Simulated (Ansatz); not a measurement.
# C₂H₃BOS, SMILES BOC#CS: harmonic frequencies at the relaxed geometry

With Ansatz 0.2.0 through its Python package.

The cells in order, each with its output:

In [1]:
```python
import itertools

import ansatz as az
from ase.data import atomic_numbers, covalent_radii
import numpy as np
```

In [2]:
```python
BASIS_SET = "def2-SVP"
FUNCTIONAL = "PBE0"
DISPERSION = "d3bj"

geometry_ang = [
    ("B", [0.3934, 1.9079, 0.4497]),
    ("O", [1.1604, 0.8412, -0.1116]),
    ("C", [0.5876, -0.3944, -0.3099]),
    ("C", [0.2158, -1.4797, -0.4636]),
    ("S", [-0.5573, -3.0971, -0.7169]),
    ("H", [0.8287, 3.0347, 0.5911]),
    ("H", [-0.7631, 1.7827, 0.7268]),
    ("H", [-1.7734, -2.6524, -0.2214]),
]
mol = az.Crystal.molecule()
for symbol, xyz in geometry_ang:
    mol = mol.atom(symbol, xyz)
```

In [3]:
```python
job = (
    mol.calculation()
    .basis(gaussian=BASIS_SET)
    .functional(FUNCTIONAL, dispersion=DISPERSION)
    .scf(lower_state_search="light")
)
symbols = [site.symbol for site in mol.cartesian_sites]
start = np.array([site.position_ang for site in mol.cartesian_sites], dtype=float)
summary = job.relax(force_tolerance=0.003).run().report
end = np.array(summary["positions_ang"])
```

In [4]:
```python
# pairs closer than 1.2 times the sum of covalent radii, before or after
radius = [covalent_radii[atomic_numbers[s]] for s in symbols]
span = lambda where, i, j: np.linalg.norm(where[i] - where[j])
bonded = [(i, j) for i, j in itertools.combinations(range(len(symbols)), 2) if min(span(start, i, j), span(end, i, j)) < 1.2 * (radius[i] + radius[j])]
print("pair        before    after (A)")
for i, j in bonded:
    print(f"{symbols[i]}{i}-{symbols[j]}{j}".ljust(10), f"{span(start, i, j):8.4f} {span(end, i, j):8.4f}")
for first, second in list(itertools.combinations(bonded, 2)):
    shared = set(first) & set(second)
    if shared and symbols[(j := shared.pop())] != "H":
        i, k = sorted((set(first) | set(second)) - {j})
        u, v = end[i] - end[j], end[k] - end[j]
        angle = np.degrees(np.arccos(np.clip(u @ v / np.linalg.norm(u) / np.linalg.norm(v), -1, 1)))
        print(f"final angle {symbols[i]}{i}-{symbols[j]}{j}-{symbols[k]}{k}: {angle:.2f} deg")

# same settings at the minimum
minimum = az.Crystal.molecule()
for symbol, place in zip(symbols, end):
    minimum = minimum.atom(symbol, place.tolist())
vibrating = (
    minimum.calculation()
    .basis(gaussian=BASIS_SET)
    .functional(FUNCTIONAL, dispersion=DISPERSION)
    .scf(lower_state_search="light")
    .phonons(temperatures=(100, 500, 100))
)
vib = vibrating.run().report["vibrations"]
sums = vib["harmonic_sums"]
modes = [m["omega_inv_cm"] for m in sums["modes_at_gamma"] if m["rigid_motion"] == "no"]
for number, w in enumerate(modes, start=1):
    print(f"mode {number:2d} {w:9.1f} 1/cm {w / 8065.544 * 1000:8.2f} meV")
print("imaginary modes:", sum(w < 0 for w in modes), " zero-point energy:", round(sums["zero_point_energy_ev"], 4), "eV")
print("T (K)   F_vib (eV)   S_vib (meV/K)   C_vib (meV/K)")
for row in zip(sums["temperatures_k"], sums["vibrational_free_energy_ev"], vib["entropy_ev_per_k"], vib["heat_capacity_ev_per_k"]):
    print(f"{row[0]:6.1f} {row[1]:11.4f} {1000 * row[2]:13.4f} {1000 * row[3]:15.4f}")
```
```text
pair        before    after (A)
B0-O1        1.4287   1.3665
B0-H5        1.2162   1.2024
B0-H6        1.1958   1.2059
O1-C2        1.3763   1.2976
C2-C3        1.1575   1.2119
C3-S4        1.8105   1.6901
S4-H7        1.3864   1.3541
final angle O1-B0-H5: 115.27 deg
final angle O1-B0-H6: 119.43 deg
final angle B0-O1-C2: 126.23 deg
final angle H5-B0-H6: 125.30 deg
final angle O1-C2-C3: 177.37 deg
final angle C2-C3-S4: 175.48 deg
final angle C3-S4-H7: 97.21 deg
mode  1      61.8 1/cm     7.67 meV
mode  2     128.5 1/cm    15.94 meV
mode  3     196.5 1/cm    24.37 meV
mode  4     271.2 1/cm    33.63 meV
mode  5     358.2 1/cm    44.41 meV
mode  6     507.7 1/cm    62.95 meV
mode  7     533.6 1/cm    66.16 meV
mode  8     576.1 1/cm    71.42 meV
mode  9     962.9 1/cm   119.39 meV
mode 10     998.9 1/cm   123.84 meV
mode 11    1030.8 1/cm   127.81 meV
mode 12    1083.9 1/cm   134.39 meV
mode 13    1255.6 1/cm   155.68 meV
mode 14    1398.0 1/cm   173.32 meV
mode 15    2384.1 1/cm   295.59 meV
mode 16    2605.1 1/cm   322.99 meV
mode 17    2677.1 1/cm   331.92 meV
mode 18    2732.5 1/cm   338.78 meV
imaginary modes: 0  zero-point energy: 1.2251 eV
T (K)   F_vib (eV)   S_vib (meV/K)   C_vib (meV/K)
 100.0      1.2183        0.1769          0.2400
 200.0      1.1888        0.4109          0.4503
 300.0      1.1368        0.6267          0.6203
 400.0      1.0640        0.8251          0.7606
 500.0      0.9723        1.0074          0.8737
```

What to keep in mind:
- These settings explore the input space; basis and method may be short of convergence.
- The frequencies are harmonic and unscaled, in a modest basis.
- The result belongs to the one conformer reached from this start, and soft torsions count as harmonic oscillators.
- Hardware and time: 2.6 min on 1 thread of Arm Neoverse V1, on a shared host, peak memory 0.23 GiB.
